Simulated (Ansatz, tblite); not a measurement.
**The cluster Sn₁₇AsH₂₈−: rung by rung**

Aim: run the singlet of the cluster Sn₁₇AsH₂₈− at one geometry on many levels, and compare frontier levels, spin and run time.

Computed with Ansatz 0.2.0, Gaussian basis. Level: as each input shows.

The runs, in order: GFN1-xTB, GFN2-xTB, PBE-D4/def2-SVP, r2SCAN-D4/def2-SVP, B2PLYP/def2-SVP, B97M-V/def2-SVP, PBE0-D4/def2-TZVP, PBE-D4/def2-TZVP, MP2/def2-SVP, RPA/def2-SVP.

2 further runs of the same task are left out: 2 for a known fault of the program.

## 1. The geometry

The geometry is that of the singlet, from an earlier relaxation (PBE-D4/def2-SVP).

46 atoms, charge -1, spin multiplicity 1.

Bond lengths: Sn1–Sn11 2.823 Å, Sn1–Sn12 2.836 Å, Sn1–H19 1.743 Å, Sn1–H20 1.751 Å, Sn2–Sn12 2.829 Å, Sn2–Sn13 2.815 Å, Sn2–H21 1.745 Å, Sn2–H22 1.746 Å, Sn3–Sn6 2.817 Å, Sn3–Sn11 2.823 Å, Sn3–H23 1.740 Å, Sn3–H24 1.763 Å, As4–Sn12 2.671 Å, As4–Sn15 2.649 Å, As4–H25 1.544 Å, Sn5–Sn6 2.912 Å, Sn5–Sn16 2.830 Å, Sn5–H26 1.752 Å and more. Angles: Sn11–Sn1–Sn12 112.2°, Sn11–Sn1–H19 107.6°, Sn11–Sn1–H20 105.4°, Sn12–Sn1–H19 114.7°, Sn12–Sn1–H20 111.4°, H19–Sn1–H20 104.9°, Sn12–Sn2–Sn13 111.0°, Sn12–Sn2–H21 111.3°, Sn12–Sn2–H22 112.9°, Sn13–Sn2–H21 106.3°, Sn13–Sn2–H22 109.7°, H21–Sn2–H22 105.3°, Sn6–Sn3–Sn11 122.0°, Sn6–Sn3–H23 110.3°, Sn6–Sn3–H24 99.3°, Sn11–Sn3–H23 113.4°, Sn11–Sn3–H24 105.1°, H23–Sn3–H24 103.9° and more.

Sn takes a core potential in the def2 sets. No spin-orbit coupling is included. The ion is computed in the gas phase, without counter-ions or solvent.

PBE0-D4/def2-SVP was run before; its log isn't repeated, and its numbers join the tables.

## 2. GFN1-xTB

Tight binding, by tblite at 300 K electronic temperature and without a spin-polarisation term:

```python
tblite.interface.Calculator('GFN1-xTB', numbers, positions, charge=-1, uhf=0).singlepoint()
```

Energy -1650.6427 eV, HOMO -7.69 eV, LUMO -6.09 eV; 0.28 s.

## 3. GFN2-xTB

Tight binding, by tblite at 300 K electronic temperature and without a spin-polarisation term:

```python
tblite.interface.Calculator('GFN2-xTB', numbers, positions, charge=-1, uhf=0).singlepoint()
```

Energy -1443.5394 eV, HOMO -8.17 eV, LUMO -7.03 eV; 0.56 s.

## 4. PBE-D4/def2-SVP

start.molden holds the orbitals of an earlier run on this state, given as this run's starting guess.

Input file in.yaml:

```yaml
crystal:
  periodic: [false, false, false]
  atoms:
    - {symbol: Sn, position_ang: [-3.905470, -0.454095, -2.454989]}
    - {symbol: Sn, position_ang: [-4.129491, 2.682119, 0.793832]}
    - {symbol: Sn, position_ang: [-0.218952, -3.578722, -1.571494]}
    - {symbol: As, position_ang: [-1.108543, -0.629312, 0.348096]}
    - {symbol: Sn, position_ang: [3.706661, -3.875532, 0.024718]}
    - {symbol: Sn, position_ang: [2.216530, -2.184934, -1.819810]}
    - {symbol: Sn, position_ang: [1.520617, -1.681473, 3.629844]}
    - {symbol: Sn, position_ang: [-0.451089, 2.573020, -2.705073]}
    - {symbol: Sn, position_ang: [2.229596, 1.992331, 0.801250]}
    - {symbol: Sn, position_ang: [-1.118555, 2.060278, 4.105763]}
    - {symbol: Sn, position_ang: [-2.519285, -2.844098, -3.033462]}
    - {symbol: Sn, position_ang: [-2.332730, 1.360712, -0.946559]}
    - {symbol: Sn, position_ang: [-2.748635, 3.991652, 2.867578]}
    - {symbol: Sn, position_ang: [0.486306, 0.096484, -3.903051]}
    - {symbol: Sn, position_ang: [0.342715, 0.499007, 2.256126]}
    - {symbol: Sn, position_ang: [3.958939, -2.580277, 2.528595]}
    - {symbol: Sn, position_ang: [3.426541, 0.250799, -1.072166]}
    - {symbol: Sn, position_ang: [0.979173, 4.010651, -0.720936]}
    - {symbol: H, position_ang: [-4.508610, 0.181832, -3.961851]}
    - {symbol: H, position_ang: [-5.334458, -0.948179, -1.571330]}
    - {symbol: H, position_ang: [-5.213411, 1.551174, 1.563304]}
    - {symbol: H, position_ang: [-5.164128, 3.819479, -0.034405]}
    - {symbol: H, position_ang: [-0.546798, -3.926997, 0.101078]}
    - {symbol: H, position_ang: [0.272103, -5.134461, -2.239877]}
    - {symbol: H, position_ang: [-2.297894, -0.951509, 1.279143]}
    - {symbol: H, position_ang: [3.019257, -5.426501, 0.461963]}
    - {symbol: H, position_ang: [5.367097, -4.271976, -0.379858]}
    - {symbol: H, position_ang: [2.938673, -2.657589, -3.340230]}
    - {symbol: H, position_ang: [0.338573, -2.962400, 3.698974]}
    - {symbol: H, position_ang: [1.742647, -1.191942, 5.294035]}
    - {symbol: H, position_ang: [-1.464731, 3.816883, -3.436790]}
    - {symbol: H, position_ang: [3.501180, 2.529728, 1.873050]}
    - {symbol: H, position_ang: [-2.155370, 1.004441, 5.029832]}
    - {symbol: H, position_ang: [-0.044310, 2.782961, 5.276634]}
    - {symbol: H, position_ang: [-3.605230, -4.199771, -2.785217]}
    - {symbol: H, position_ang: [-2.078962, -2.933942, -4.713069]}
    - {symbol: H, position_ang: [-3.808888, 4.744036, 4.035369]}
    - {symbol: H, position_ang: [-1.750523, 5.265162, 2.234462]}
    - {symbol: H, position_ang: [-1.205340, -0.041762, -4.520467]}
    - {symbol: H, position_ang: [1.086172, 0.934050, -5.368512]}
    - {symbol: H, position_ang: [4.934952, -1.139581, 2.426649]}
    - {symbol: H, position_ang: [4.717090, -3.534853, 3.782696]}
    - {symbol: H, position_ang: [5.023712, -0.206793, -0.516720]}
    - {symbol: H, position_ang: [3.674920, 1.128960, -2.558882]}
    - {symbol: H, position_ang: [0.019837, 4.986090, 0.364706]}
    - {symbol: H, position_ang: [2.237611, 5.078850, -1.297749]}
basis:
  gaussian: {orbitals: def2-SVP, fitting: {mean_field: def2-universal-jkfit}, initial_orbitals: start.molden}
total_charge: -1
hamiltonian: {xc: pbe, dispersion: d4}
scf: {omitted_lower_state_checks: [starts]}
output: {forces: true, orbitals: {seedname: orbitals}}
```

Launch:

```
> ansatz run in.yaml --threads 4 --pin off --events-out ev --progress --plain --max-ram 46080MiB --backend cuda --devices 0, --max-vram 37GiB
```

The program printed (excerpt; [...] marks lines left out):

```text
Functional definition: PBE
  name "PBE"
  cite "Perdew, Burke & Ernzerhof, Phys. Rev. Lett. 77, 3865 (1996) doi:10.1103/PhysRevLett.77.3865"
  parent pbe
[...]
4476 factors; integrals over basis functions are off by at most 3.4e-1 eV
[...]
mean field -160420.91949113 eV, -5895.3600540943 hartree, gradient 1.7e-5 eV, S^2 0.000000; 0 other end points of the search recorded, 0 dependent functions left out
[...]
reference -160420.91961662 eV, -5895.3600587060 hartree; 218, 218 occupied and 396, 396 virtual orbitals, 4476 factors
Total energy: -160424.12962841 eV, -5895.4780244635 hartree
Atom 0 at    -3.905470    -0.454095    -2.454989 Å, force    -0.005353    -0.002239    -0.007237 eV/Å
Atom 1 at    -4.129491     2.682119     0.793832 Å, force    -0.001697     0.004175     0.001073 eV/Å
Atom 2 at    -0.218952    -3.578722    -1.571494 Å, force    -0.000151     0.001877     0.001739 eV/Å
Atom 3 at    -1.108543    -0.629312     0.348096 Å, force    -0.003340    -0.018148     0.001019 eV/Å
Atom 4 at     3.706661    -3.875532     0.024718 Å, force    -0.000741    -0.000017     0.000357 eV/Å
Atom 5 at     2.216530    -2.184934    -1.819810 Å, force     0.003451    -0.002983    -0.000351 eV/Å
Atom 6 at     1.520617    -1.681473     3.629844 Å, force    -0.003426    -0.001327     0.008996 eV/Å
Atom 7 at    -0.451089     2.573020    -2.705073 Å, force     0.001818    -0.000193     0.004848 eV/Å
[...]
Atom 30 at    -1.464731     3.816883    -3.436790 Å, force    -0.000089    -0.000299    -0.005103 eV/Å
Atom 31 at     3.501180     2.529728     1.873050 Å, force    -0.000285     0.000156    -0.000844 eV/Å
Atom 32 at    -2.155370     1.004441     5.029832 Å, force     0.001732     0.001533    -0.001541 eV/Å
Atom 33 at    -0.044310     2.782961     5.276634 Å, force    -0.001757    -0.000100    -0.000385 eV/Å
Atom 34 at    -3.605230    -4.199771    -2.785217 Å, force     0.003053     0.003164     0.002415 eV/Å
Atom 35 at    -2.078962    -2.933942    -4.713069 Å, force    -0.004362     0.000208     0.003782 eV/Å
Atom 36 at    -3.808888     4.744036     4.035369 Å, force     0.003777    -0.002309    -0.003410 eV/Å
Atom 37 at    -1.750523     5.265162     2.234462 Å, force    -0.003344    -0.005041     0.001904 eV/Å
Atom 38 at    -1.205340    -0.041762    -4.520467 Å, force     0.013326    -0.008870     0.014459 eV/Å
Atom 39 at     1.086172     0.934050    -5.368512 Å, force     0.009455    -0.000613     0.001076 eV/Å
Atom 40 at     4.934952    -1.139581     2.426649 Å, force     0.003934     0.007558     0.001307 eV/Å
Atom 41 at     4.717090    -3.534853     3.782696 Å, force     0.003490    -0.003172     0.004847 eV/Å
Atom 42 at     5.023712    -0.206793    -0.516720 Å, force    -0.000290     0.001029    -0.000339 eV/Å
Atom 43 at     3.674920     1.128960    -2.558882 Å, force     0.002306    -0.002629     0.003939 eV/Å
Atom 44 at     0.019837     4.986090     0.364706 Å, force     0.003423    -0.001682    -0.001912 eV/Å
Atom 45 at     2.237611     5.078850    -1.297749 Å, force    -0.001993    -0.001580     0.001028 eV/Å
Dipole moment:    -0.200069     0.343334     0.597111 e Å
Checks for a lower state left out: starts
```

Run time: 8 s. Hardware: 1 × H100 (card shared with other runs) with 4 threads of AMD EPYC 7R13, shared host; peak host memory 1.3 GiB.

HOMO -2.37 eV, LUMO -0.38 eV.

## 5. r2SCAN-D4/def2-SVP

Edit in.yaml of step 4 so:

```diff
@@ -52,4 +52,4 @@
 total_charge: -1
-hamiltonian: {xc: pbe, dispersion: d4}
+hamiltonian: {xc: r2scan, dispersion: d4}
 scf: {omitted_lower_state_checks: [starts]}
-output: {forces: true, orbitals: {seedname: orbitals}}
+output: {orbitals: {seedname: orbitals}}
```

The command is unchanged.

The program printed:

```text
Functional definition: r2SCAN
  name "r2SCAN"
  cite "Furness, Kaplan, Ning, Perdew & Sun, J. Phys. Chem. Lett. 11, 8208 (2020) doi:10.1021/acs.jpclett.0c02405"
  cite "Furness, Kaplan, Ning, Perdew & Sun, J. Phys. Chem. Lett. 11, 9248 (2020) doi:10.1021/acs.jpclett.0c03077"
  parent r2scan
  parameter k0 = 0.174
  parameter k1 = 0.065
  parameter a1 = 4.9479
  exchange = r2scan_x(k0 = k0, k1 = k1, a1 = a1)
  correlation = r2scan_c
these checks for a lower state are left out or cut short: starts
4476 factors; integrals over basis functions are off by at most 3.4e-1 eV
mean field evaluation 1: about -160470.2157 eV, gradient 1.0e1 eV
mean field evaluation 2: about -160470.4824 eV, gradient 2.8e-1 eV
mean field evaluation 4: about -160470.4963 eV, gradient 7.3e-4 eV
mean field -160470.49627617 eV, -5897.1819673402 hartree, gradient 1.4e-5 eV, S^2 0.000000; 0 other end points of the search recorded, 0 dependent functions left out
reference -160470.49631254 eV, -5897.1819686766 hartree; 218, 218 occupied and 396, 396 virtual orbitals, 4476 factors
Total energy: -160471.38809736 eV, -5897.2147411644 hartree
Checks for a lower state left out: starts
```

Wall time 8 s (1 × H100 (card shared with other runs) with 4 threads of AMD EPYC 7R13, shared host); peak host memory 1.3 GiB.

HOMO -2.54 eV, LUMO -0.28 eV.

## 6. B2PLYP/def2-SVP

Edit in.yaml of step 5 so:

```diff
@@ -52,4 +52,3 @@
 total_charge: -1
-hamiltonian: {xc: r2scan, dispersion: d4}
+hamiltonian: {xc: {name: B2PLYP}}
 scf: {omitted_lower_state_checks: [starts]}
-output: {orbitals: {seedname: orbitals}}
```

The command is unchanged.

The program printed (excerpt; [...] marks lines left out):

```text
Functional definition: B2PLYP
  name "B2PLYP"
  cite "Grimme, J. Chem. Phys. 124, 034108 (2006) doi:10.1063/1.2148954"
  cite "Becke, Phys. Rev. A 38, 3098 (1988) doi:10.1103/PhysRevA.38.3098"
  cite "Lee, Yang & Parr, Phys. Rev. B 37, 785 (1988) doi:10.1103/PhysRevB.37.785"
[...]
4476 factors; integrals over basis functions are off by at most 3.4e-1 eV
[...]
mean field -160272.14043507 eV, -5889.8925246301 hartree, gradient 1.3e-6 eV, S^2 0.000000; 0 other end points of the search recorded, 0 dependent functions left out
77 core orbitals not correlated: weight in the atoms' cores, before any rotation towards them, 1.000 or more for the frozen orbitals, at most 0.000 for the correlated occupied ones
reference -160272.14092468 eV, -5889.8925426230 hartree; 141, 141 occupied and 396, 396 virtual orbitals, 4476 factors
second order -76.52689358 eV of doubles, -0.00000000 eV of singles
Total energy: -160292.80318594 eV, -5890.6518667191 hartree
Checks for a lower state left out: starts
```

It took 13 s on 1 × H100 (card shared with other runs) with 4 threads of AMD EPYC 7R13, shared host; peak host memory 4.8 GiB.

## 7. B97M-V/def2-SVP

Edit in.yaml of step 6 so:

```diff
@@ -52,3 +52,4 @@
 total_charge: -1
-hamiltonian: {xc: {name: B2PLYP}}
+hamiltonian: {xc: {name: B97M-V}}
 scf: {omitted_lower_state_checks: [starts]}
+output: {orbitals: {seedname: orbitals}}
```

Launched as before.

The program printed (excerpt; [...] marks lines left out):

```text
Functional definition: B97M-V
  name "B97M-V"
  cite "Mardirossian & Head-Gordon, J. Chem. Phys. 142, 074111 (2015) doi:10.1063/1.4907719"
  cite "Becke, J. Chem. Phys. 107, 8554 (1997) doi:10.1063/1.475007"
  cite "Vydrov & Van Voorhis, J. Chem. Phys. 133, 244103 (2010) doi:10.1063/1.3521275"
  # Of w^i u^j: cxij and so on, Table III.
[...]
  gx(w, u) = cx00 + cx01*u + cx02*u^2 + (cx10 + cx11*u)*w
  gss(w, u) = css00 + css02*u^2 + css10*w + (css32*w^3 + css42*w^4)*u^2
  gos(w, u) = cos00 + cos01*u + cos03*u^3 + cos10*w + cos32*w^3*u^2
[...]
      + integral(e_c_pw_mod_opposite_spin*gos(b97_w_opposite, b97_u_opposite)) + vv10(b, c)
[...]
4476 factors; integrals over basis functions are off by at most 3.4e-1 eV
[...]
mean field -160422.36883864 eV, -5895.4133166329 hartree, gradient 1.5e-5 eV, S^2 0.000000; 0 other end points of the search recorded, 0 dependent functions left out
reference -160422.36901966 eV, -5895.4133232854 hartree; 218, 218 occupied and 396, 396 virtual orbitals, 4476 factors
Total energy: -160422.36901966 eV, -5895.4133232854 hartree
Checks for a lower state left out: starts
```

Wall time 12 s (1 × H100 (card shared with other runs) with 4 threads of AMD EPYC 7R13, shared host); peak host memory 1.6 GiB.

From the report: HOMO -2.55 eV, LUMO -0.23 eV.

## 8. PBE0-D4/def2-TZVP

Edit in.yaml of step 7 so:

```diff
@@ -50,5 +50,5 @@
 basis:
-  gaussian: {orbitals: def2-SVP, fitting: {mean_field: def2-universal-jkfit}, initial_orbitals: start.molden}
+  gaussian: {orbitals: def2-TZVP, fitting: {mean_field: def2-universal-jkfit}, initial_orbitals: start.molden}
 total_charge: -1
-hamiltonian: {xc: {name: B97M-V}}
+hamiltonian: {xc: pbe0, dispersion: d4}
 scf: {omitted_lower_state_checks: [starts]}
```

Launched as before.

The program printed:

```text
Functional definition: PBE0
  name "PBE0"
  cite "Adamo & Barone, J. Chem. Phys. 110, 6158 (1999) doi:10.1063/1.478522"
  cite "Perdew, Burke & Ernzerhof, Phys. Rev. Lett. 77, 3865 (1996) doi:10.1103/PhysRevLett.77.3865"
  parent pbe
  parameter a = 0.25
  parameter kappa = 0.804
  parameter beta = 0.06672455060314922
  exchange = (1 - a)*pbe_x(kappa = kappa, mu = beta*pi^2/3) + a*exact_x
  correlation = pbe_c(beta = beta)
these checks for a lower state are left out or cut short: starts
4476 factors; integrals over basis functions are off by at most 6.4e-1 eV
mean field evaluation 1: about -160437.2357 eV, gradient 1.1e2 eV
mean field evaluation 2: about -160439.2772 eV, gradient 3.9e0 eV
mean field evaluation 4: about -160439.3323 eV, gradient 7.4e-2 eV
mean field -160439.33237436 eV, -5896.0367150725 hartree, gradient 5.9e-5 eV, S^2 0.000000; 0 other end points of the search recorded, 0 dependent functions left out
reference -160439.33250118 eV, -5896.0367197329 hartree; 218, 218 occupied and 848, 848 virtual orbitals, 4476 factors
Total energy: -160442.30410153 eV, -5896.1459240317 hartree
Checks for a lower state left out: starts
```

Run time: 13 s. Hardware: 1 × H100 (card shared with other runs) with 4 threads of AMD EPYC 7R13, shared host; peak host memory 1.4 GiB.

HOMO -3.20 eV, LUMO 0.14 eV.

## 9. PBE-D4/def2-TZVP

Edit in.yaml of step 8 so:

```diff
@@ -52,3 +52,3 @@
 total_charge: -1
-hamiltonian: {xc: pbe0, dispersion: d4}
+hamiltonian: {xc: pbe, dispersion: d4}
 scf: {omitted_lower_state_checks: [starts]}
```

Same command.

The program printed:

```text
Functional definition: PBE
  name "PBE"
  cite "Perdew, Burke & Ernzerhof, Phys. Rev. Lett. 77, 3865 (1996) doi:10.1103/PhysRevLett.77.3865"
  parent pbe
  parameter kappa = 0.804
  parameter beta = 0.06672455060314922
  exchange = pbe_x(kappa = kappa, mu = beta*pi^2/3)
  correlation = pbe_c(beta = beta)
these checks for a lower state are left out or cut short: starts
4476 factors; integrals over basis functions are off by at most 6.4e-1 eV
mean field evaluation 1: about -160429.0602 eV, gradient 1.2e2 eV
mean field evaluation 2: about -160432.0950 eV, gradient 5.3e0 eV
mean field evaluation 4: about -160432.2486 eV, gradient 1.5e-1 eV
mean field evaluation 8: about -160432.2489 eV, gradient 2.5e-5 eV
mean field -160432.24887756 eV, -5895.7764013664 hartree, gradient 2.5e-5 eV, S^2 0.000000; 0 other end points of the search recorded, 0 dependent functions left out
reference -160432.24904477 eV, -5895.7764075111 hartree; 218, 218 occupied and 848, 848 virtual orbitals, 4476 factors
Total energy: -160435.45905656 eV, -5895.8943732686 hartree
Checks for a lower state left out: starts
```

Wall time 9.5 s (1 × H100 (card shared with other runs) with 4 threads of AMD EPYC 7R13, shared host); peak host memory 1.4 GiB.

HOMO -2.53 eV, LUMO -0.54 eV.

## 10. MP2/def2-SVP

Edit in.yaml of step 9 so:

```diff
@@ -50,5 +50,5 @@
 basis:
-  gaussian: {orbitals: def2-TZVP, fitting: {mean_field: def2-universal-jkfit}, initial_orbitals: start.molden}
+  gaussian: {orbitals: def2-SVP, initial_orbitals: start.molden}
 total_charge: -1
-hamiltonian: {xc: pbe, dispersion: d4}
+correlation: {method: mp2}
 scf: {omitted_lower_state_checks: [starts]}
```

Same command.

The program printed:

```text
Functional definition: HF
  name "HF"
  cite "Fock, Z. Phys. 61, 126 (1930) doi:10.1007/BF01340294"
  parent pbe
  exchange = exact_x
  correlation = 0
these checks for a lower state are left out or cut short: starts
7557 factors; integrals over basis functions are off by at most 1.0e-3 eV
mean field evaluation 1: about -159925.3836 eV, gradient 3.4e1 eV
mean field evaluation 2: about -159930.0305 eV, gradient 3.2e0 eV
mean field evaluation 4: about -159930.8938 eV, gradient 1.3e0 eV
mean field evaluation 8: about -159930.9009 eV, gradient 7.0e-5 eV
mean field -159930.90092138 eV, -5877.3522038026 hartree, gradient 2.8e-6 eV, S^2 0.000000; 0 other end points of the search recorded, 0 dependent functions left out
77 core orbitals not correlated: weight in the atoms' cores, before any rotation towards them, 1.000 or more for the frozen orbitals, at most 0.000 for the correlated occupied ones
reference -159930.90092138 eV, -5877.3522038026 hartree; 141, 141 occupied and 396, 396 virtual orbitals, 7557 factors
second order -59.96716268 eV of doubles, -0.00000000 eV of singles
Total energy: -159990.86808406 eV, -5879.5559563838 hartree
Checks for a lower state left out: starts
```

Run time: 17 s. Hardware: 1 × H100 (card shared with other runs) with 4 threads of AMD EPYC 7R13, shared host; peak host memory 2 GiB.

Hartree-Fock HOMO -4.61 eV, LUMO 3.13 eV.

## 11. RPA/def2-SVP

Edit in.yaml of step 10 so:

```diff
@@ -52,4 +52,4 @@
 total_charge: -1
-correlation: {method: mp2}
+hamiltonian: {xc: pbe}
+correlation: {method: rpa}
 scf: {omitted_lower_state_checks: [starts]}
-output: {orbitals: {seedname: orbitals}}
```

The command is unchanged.

The program printed (excerpt; [...] marks lines left out):

```text
Functional definition: PBE
  name "PBE"
  cite "Perdew, Burke & Ernzerhof, Phys. Rev. Lett. 77, 3865 (1996) doi:10.1103/PhysRevLett.77.3865"
  parent pbe
[...]
7557 factors; integrals over basis functions are off by at most 1.0e-3 eV
[...]
mean field -160420.90534811 eV, -5895.3595343478 hartree, gradient 9.8e-7 eV, S^2 0.000000; 0 other end points of the search recorded, 0 dependent functions left out
77 core orbitals not correlated: weight in the atoms' cores, before any rotation towards them, 1.000 or more for the frozen orbitals, at most 0.000 for the correlated occupied ones
reference -159921.85573616 eV, -5877.0197993769 hartree; 141, 141 occupied and 396, 396 virtual orbitals, 7557 factors
Total energy: -160028.11895340 eV, -5880.9249005825 hartree
Checks for a lower state left out: starts
```

Run time: 20 s. Hardware: 1 × H100 (card shared with other runs) with 4 threads of AMD EPYC 7R13, shared host; peak host memory 5.2 GiB.

## 12. Comparison

```csv
level,functions,HOMO (eV),LUMO (eV),gap (eV),time
PBE-D4/def2-SVP,614,-2.37,-0.38,1.99,8 s
PBE-D4/def2-TZVP,1066,-2.53,-0.54,1.98,9.5 s
r2SCAN-D4/def2-SVP,614,-2.54,-0.28,2.27,8 s
B97M-V/def2-SVP,614,-2.55,-0.23,2.32,12 s
PBE0-D4/def2-SVP,614,-3.10,0.25,3.35,11 s
PBE0-D4/def2-TZVP,1066,-3.20,0.14,3.34,13 s
```

The pieces so far (eV):

```csv
basis,HF,MP2 correlation,total
def2-SVP,-159930.9009,-59.9672,-159990.8681 (MP2)
```

## 13. Results

```
                                                quantity                                value
gap in def2-SVP, named functionals, smallest and largest  1.99 eV (PBE-D4), 3.35 eV (PBE0-D4)
                        correlation energy, MP2/def2-SVP                            -59.97 eV
         PBE0 total energy, smallest basis above largest       10.82 eV (def2-SVP, def2-TZVP)
```

Over the named functionals in def2-SVP the gap runs from 1.99 eV (PBE-D4) to 3.35 eV (PBE0-D4); exact exchange widens it.

The slowest run with a step of its own, RPA/def2-SVP, took 20 s; the quickest functional in def2-SVP took 8 s (shared host).
